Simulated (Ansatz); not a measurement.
Task: a rigid scan of one bond length of CH₆AlClSi, SMILES C[SiH]([AlH2])Cl, with the Ansatz DFT code, driven from Python. Give the script and its output. Use (for the species named): PBE, def2-SVP basis, multiplicity 1.

```xyz
10

C    -0.9101    1.1833    0.0220
Si   -0.3849   -0.4635   -0.5367
Al    1.6674   -0.9376    0.4538
Cl   -1.7095   -1.8900    0.0458
H    -1.0652    1.2357    1.0965
H    -0.2145    2.0065   -0.3000
H    -1.9102    1.4562   -0.4571
H    -0.1992   -0.4627   -2.0056
H     1.8535   -2.1918    1.4666
H     2.9560    0.0127    0.2177
```

The script, `ch6alclsi.py`:
```python
import ansatz
import numpy as np

geometry = (
    ansatz.Crystal.molecule()
    .atom("C", (-0.9101, 1.1833, 0.022))
    .atom("Si", (-0.3849, -0.4635, -0.5367))
    .atom("Al", (1.6674, -0.9376, 0.4538))
    .atom("Cl", (-1.7095, -1.89, 0.0458))
    .atom("H", (-1.0652, 1.2357, 1.0965))
    .atom("H", (-0.2145, 2.0065, -0.3))
    .atom("H", (-1.9102, 1.4562, -0.4571))
    .atom("H", (-0.1992, -0.4627, -2.0056))
    .atom("H", (1.8535, -2.1918, 1.4666))
    .atom("H", (2.956, 0.0127, 0.2177))
)

symbols = [site.symbol for site in geometry.cartesian_sites]
start = np.array([site.position_ang for site in geometry.cartesian_sites])
axis = (start[4] - start[0]) / np.linalg.norm(start[4] - start[0])
moving = [4]
lengths, energies = [0.956, 1.0, 1.043, 1.087, 1.13, 1.174, 1.217, 1.283], []
for length in lengths:
    xyz = start.copy()
    xyz[moving] += (length - np.linalg.norm(start[4] - start[0])) * axis
    point = ansatz.Crystal.molecule()
    for symbol, place in zip(symbols, xyz):
        point = point.atom(symbol, place.tolist())
    base = (
        point.calculation()
        .basis(gaussian="def2-SVP")
        .functional("PBE")
    )
    r = base.run(threads=1).report
    energies.append(r["free_energy_ev"])
    print(f"r = {length:6.3f} A  E = {energies[-1]:.5f} eV  <S^2> = {abs(r['mean_field']['state']['spin_squared']):.3f}")

fit = np.polynomial.Polynomial.fit(lengths, np.array(energies) - min(energies), 4).convert()
roots = [r.real for r in fit.deriv().roots() if abs(r.imag) < 1e-9 and fit.deriv(2)(r.real) > 0]
r_e = min(roots, key=lambda r: abs(r - lengths[int(np.argmin(energies))]))
print(f"minimum of the fit at {r_e:.4f} A, force constant {fit.deriv(2)(r_e):.2f} eV/A^2")
```

```console
$ python ch6alclsi.py
r =  0.956 A  E = -28108.04378 eV  <S^2> = 0.000
r =  1.000 A  E = -28108.31604 eV  <S^2> = 0.000
r =  1.043 A  E = -28108.47133 eV  <S^2> = 0.000
r =  1.087 A  E = -28108.54124 eV  <S^2> = 0.000
r =  1.130 A  E = -28108.54146 eV  <S^2> = 0.000
r =  1.174 A  E = -28108.48759 eV  <S^2> = 0.000
r =  1.217 A  E = -28108.39420 eV  <S^2> = 0.000
r =  1.283 A  E = -28108.19381 eV  <S^2> = 0.000
minimum of the fit at 1.1080 A, force constant 32.08 eV/A^2
```

Notes:
- Total energies depend on the basis set; only differences at equal settings carry meaning.
- The rest of the molecule is held rigid at a force-field or estimated start geometry, and the basis set is modest; single-reference methods fail as a bond breaks.
- The orbitals are restricted, so S² is zero by construction.
- Finished in 23 s on 1 thread of Arm Neoverse V1, on a shared host, peak memory 0.2 GiB.
